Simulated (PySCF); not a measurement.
**One shape, several levels: SnTe (SMILES [Sn][Te])**

Wanted: a comparison of 6 runs (B3LYP/def2-TZVPPD, CAM-B3LYP/def2-TZVPPD, M06-2X/def2-TZVPPD, M06-L/def2-TZVPPD, PBE0/def2-TZVPPD, wB97X/def2-TZVPPD) of SnTe. The job is set up through a Python script.

The results are computed with PySCF 2.14.0.

2 further runs of the same task are left out: 2 set aside as unsound or not needed.

## (1) Starting point

SnTe has 2 atoms, charge 0, and is taken as a singlet. SMILES: `[Sn][Te]`. Geometry: relaxed at PBE0-D4/def2-TZVP.

Bond lengths: Sn1–Te2 2.518 Å.

## (2) The energy at B3LYP/def2-TZVPPD (core potential) (run 1)

input.py reads:

```python
from pyscf import gto, dft

system = gto.Mole()
system.atom = 'Sn 0.000000 0.000000 0.009440; Te -0.000000 -0.000000 2.527330'
system.max_memory = 1860
system.ecp = 'def2-svp'
system.spin = 0
system.verbose = 3
system.basis = 'def2-tzvppd'
system.build()

mf = dft.RKS(system, xc='b3lyp')
mf.grids.level = 5
mf.conv_tol = 1e-10
mf.kernel()
if not mf.converged:
    mf = mf.newton().run(mf.mo_coeff, mf.mo_occ)

e_final = mf.e_tot
print(f'total energy: {e_final:.8f} hartree')
```

Run with:

```bash
$ OMP_NUM_THREADS=1 python input.py
```

The log of the run:

```text
converged SCF energy = -482.549842981799
total energy: -482.54984298 hartree
```

Wall time 13 s (1 thread of Arm Neoverse V2, shared host); peak memory 0.59 GiB.

## (3) The energy at CAM-B3LYP/def2-TZVPPD (core potential) (run 2)

run.py reads:

```python
from pyscf import gto, dft

molecule = gto.Mole()
molecule.atom = '''
Sn       0.000000       0.000000       0.009440
Te       0.000000       0.000000       2.527330
'''
molecule.spin = 0
molecule.max_memory = 1860
molecule.verbose = 3
molecule.basis = 'def2-tzvppd'
molecule.ecp = {'Sn': 'def2-svp', 'Te': 'def2-svp'}
molecule.build()

mf = dft.RKS(molecule)
mf.xc = 'cam-b3lyp'
mf.conv_tol = 1e-10
mf.grids.level = 5
mf.kernel()
if not mf.converged:
    mf = mf.newton().run(mf.mo_coeff, mf.mo_occ)

e_tot = mf.e_tot
print('E = %.10f Eh' % e_tot)
```

Run with:

```bash
$ OMP_NUM_THREADS=1 python run.py
```

The log of the run:

```text
converged SCF energy = -482.358505323819
E = -482.3585053238 Eh
```

It took 30 s on 1 thread of Arm Neoverse V2, shared host; peak memory 0.59 GiB.

Runs 3 to 5 aren't shown in full; the table further down has their settings and results.

## (4) The energy at wB97X/def2-TZVPPD (core potential) (run 6)

run.py reads:

```python
# SnTe
from pyscf import gto, dft

mol = gto.Mole()
mol.atom = [
    ('Sn', (0.000000, 0.000000, 0.009440)),
    ('Te', (-0.000000, -0.000000, 2.527330)),
]
mol.basis = 'def2-tzvppd'
mol.ecp = {'Sn': 'def2-svp', 'Te': 'def2-svp'}
mol.max_memory = 1860
mol.charge = 0
mol.verbose = 3
mol.build()

mf = dft.RKS(mol)
mf.xc = 'wb97x'
mf.grids.level = 5
mf.conv_tol = 1e-10
mf.kernel()
if not mf.converged:
    mf = mf.newton().run(mf.mo_coeff, mf.mo_occ)

e_tot = mf.e_tot
print('E(%s) = %.9f' % ('WB97X', e_tot))
```

Run with:

```bash
$ OMP_NUM_THREADS=1 python run.py
```

The log of the run:

```text
converged SCF energy = -482.460834672085
E(WB97X) = -482.460834672
```

It took 32 s on 1 thread of Arm Neoverse V2, shared host; peak memory 0.59 GiB.

## (5) Overview of the runs

```csv
run,level,energy (Eh),dipole moment (D),HOMO energy (eV),LUMO energy (eV),wall time
1,B3LYP/def2-TZVPPD (core potential),-482.549843,2.41,-6.48,-2.83,13 s
2,CAM-B3LYP/def2-TZVPPD (core potential),-482.358505,2.71,-7.73,-1.79,30 s
3,M06-2X/def2-TZVPPD (core potential),-482.229048,3.11,-7.50,-1.87,26 s
4,M06-L/def2-TZVPPD (core potential),-482.711884,1.98,-5.75,-2.95,26 s
5,PBE0/def2-TZVPPD (core potential),-482.401443,2.49,-6.69,-2.66,13 s
6,wB97X/def2-TZVPPD (core potential),-482.460835,2.75,-8.60,-0.96,32 s
```

## (6) Outcome

| quantity | value |
| --- | --- |
| run 6: total energy | -482.46083 Eh |
| run 6: dipole moment | 2.75 D |
| run 6: HOMO energy | -8.60 eV |
| run 6: LUMO energy | -0.96 eV |
| run 6: HOMO–LUMO gap | 7.65 eV |

The dipole moment (its size) runs from 1.98 D (M06-L/def2-TZVPPD) to 3.11 D (M06-2X/def2-TZVPPD). The HOMO–LUMO gap runs from 2.80 eV (M06-L/def2-TZVPPD) to 7.65 eV (wB97X/def2-TZVPPD). Totals of different functionals can't be ranked against each other. All runs together took 2.3 min, the longest 32 s.
